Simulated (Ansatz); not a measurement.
# Ti: a tetragonal deformation path

An exercise on one series of results from a longer session: the logs are not shown, and one member is left open.

Computed with Ansatz 0.2.0 (DFT r2SCAN, scalar-relativistic, plane waves, PAW, unless a step's input says otherwise).

### Starting point

It takes space group Im-3m (No. 229, cubic). The conventional cell has a = 3.282 Å, b = 3.282 Å, c = 3.282 Å, α = 90.00°, β = 90.00°, γ = 90.00°. Around Ti (site symmetry m-3m) lie 8 Ti at 2.84 Å.

As a file:

```
Ti
1.0
    -1.64100    1.64100    1.64100
     1.64100   -1.64100    1.64100
     1.64100    1.64100   -1.64100
Ti
1
Direct
  0.00000 0.00000 0.00000
```

The cell is taken as given, not relaxed at this level.

### The reference cell

Reference values: F = -2504.2417 eV; pressure -2.82 GPa; largest force 0.000 eV/Å; gap on the mesh none (metal). It was computed beforehand with the settings of the runs below.

The first run:

At fixed volume and fractional coordinates, lengths along (0.000, 0.000, 1.000) are scaled against those across it; ρ is that ratio over its starting value.

Input file input.yaml:

```yaml
crystal:
  lattice:
    - [-1.8420529496, 1.8420529496, 1.3023314354]
    - [1.8420529496, -1.8420529496, 1.3023314354]
    - [1.8420529496, 1.8420529496, -1.3023314354]
  atoms:
    - { symbol: Ti, position: [0.0, 0.0, 0.0] }
basis:
  ecutwfc: 500
kpoints:
  mp_grid: { grid: [22, 22, 22] }
hamiltonian:
  xc: r2scan
scf:
  occupations: { method: gaussian, width: 0.15 }
output:
  forces: true
  stress: true
  eigenvalues: true
```

Command:

```
> ansatz run input.yaml --threads 1 --pin off --max-ram 2560MiB --backend cpu --events-out ev --progress --plain --runs-dir out
```

Among the steps run: At ρ = 0.707; ρ = 1.414; Point ρ = 0.850; At ρ = 1.200; At ρ = 0.780; Point ρ = 1.300; ρ = 0.920; At ρ = 1.100; ρ = 0.650; ρ = 1.500; At ρ = 0.960; Point ρ = 1.050.

One of the session's tables, all rows but one given; the rest of the session is left out.

The scan, with free energies counted from the undisturbed cell:

```
    ρ  ΔE (meV/atom)  pressure (GPa)
0.650          248.7            -2.0
0.707          123.8            -2.9
0.780           30.5            -3.1
0.850           -9.1            -2.8
0.920           -9.8            -2.7
0.960           -2.7            -2.8
1.000            0.0            -2.8
1.050           -3.2            -2.7
1.100              ?               ?
1.200          -35.7            -2.2
1.300          -55.4            -2.0
1.414          -63.9            -1.9
1.500          -59.7            -2.0
```

Q: Estimate the row for ρ = 1.100 from the others.

Worked estimate for «ΔE (meV/atom)». A straight line through the neighbours (1.050, -3.2) and (1.200, -35.7) gives -3.2 + (-35.7 + 3.2) × (1.100 − 1.050) / (1.200 − 1.050) = -14.0; a parabola fitted to 4 rows on both sides gives -14.6.

The run gave: ΔE (meV/atom): -11.6; pressure (GPa): -2.5. In «ΔE (meV/atom)» the line misses by -2.4 and the parabola by -3.0.
